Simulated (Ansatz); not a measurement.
# GeH5NO: the cost of one run

Program: Ansatz 0.2.0, Gaussian basis. Level of theory: PBE0-D4, def2-SVP first, then def2-TZVP. These are calculated values, not measurements.

114 further runs of the same task are left out: 114 set aside as unsound or not needed. Runs told in other sessions of the task aren't counted.

## 1. The system as given

The guess: 8 atoms, charge 0, spin multiplicity 1.

Atoms are counted from 1 here; the program's logs count them from 0.

Bond lengths: Ge1–N2 1.993 Å, Ge1–O3 1.662 Å, Ge1–H5 1.510 Å, Ge1–H6 1.510 Å, N2–H4 1.285 Å, N2–H7 1.013 Å, N2–H8 1.013 Å. Angles: N2–Ge1–O3 81.4°, N2–Ge1–H5 107.6°, N2–Ge1–H6 107.6°, O3–Ge1–H5 120.8°, O3–Ge1–H6 120.8°, H5–Ge1–H6 111.8°, Ge1–N2–H4 69.2°, Ge1–N2–H7 121.4°, Ge1–N2–H8 121.4°, H4–N2–H7 116.2°, H4–N2–H8 116.2°, H7–N2–H8 107.9°.

Coordinates:

```mol
GeH5NO
  3D, bonds by distance, orders not assigned

  8  7  0  0  0  0  0  0  0  0999 V2000
   -0.9669    0.1827    0.1423 Ge  0  0
    1.0077   -0.0660    0.0351 N   0  0
   -0.9071   -0.7542   -1.2296 O   0  0
    0.4176   -0.6709   -0.9334 H   0  0
   -1.2452    1.6647    0.0559 H   0  0
   -1.4299   -0.3987    1.4570 H   0  0
    1.5017   -0.6550    0.6953 H   0  0
    1.6221    0.6975   -0.2227 H   0  0
  1  2  8  0
  1  3  8  0
  1  5  8  0
  1  6  8  0
  2  4  8  0
  2  7  8  0
  2  8  8  0
M  END
```

Distances that are to change: N2–H4 1.29 Å, Ge1–N2 1.99 Å, O3–H4 1.36 Å.

## 2. Relaxing the guess with the reacting distances held

hold/in.yaml reads:

```yaml
crystal:
  periodic: [false, false, false]
  atoms:
    - {symbol: Ge, position_ang: [-0.966900, 0.182700, 0.142300]}
    - {symbol: N, position_ang: [1.007700, -0.066000, 0.035100]}
    - {symbol: O, position_ang: [-0.907100, -0.754200, -1.229600]}
    - {symbol: H, position_ang: [0.417600, -0.670900, -0.933400]}
    - {symbol: H, position_ang: [-1.245200, 1.664700, 0.055900]}
    - {symbol: H, position_ang: [-1.429900, -0.398700, 1.457000]}
    - {symbol: H, position_ang: [1.501700, -0.655000, 0.695300]}
    - {symbol: H, position_ang: [1.622100, 0.697500, -0.222700]}
basis:
  gaussian: {orbitals: def2-SVP}
hamiltonian: {xc: pbe0, dispersion: d4}
relax: {f_tol: 0.04, max_steps: 150, escape_saddle: false, constraints: [{distance: [1, 3]}, {distance: [0, 1]}, {distance: [2, 3]}]}
```

Launch:

```console
ansatz run in.yaml --threads 4 --pin off --events-out ev --progress --plain --max-ram 9574MiB
```

**Question.** How long does this run take on 4 threads of Arm Neoverse V1, shared host?

About 5.5 s.
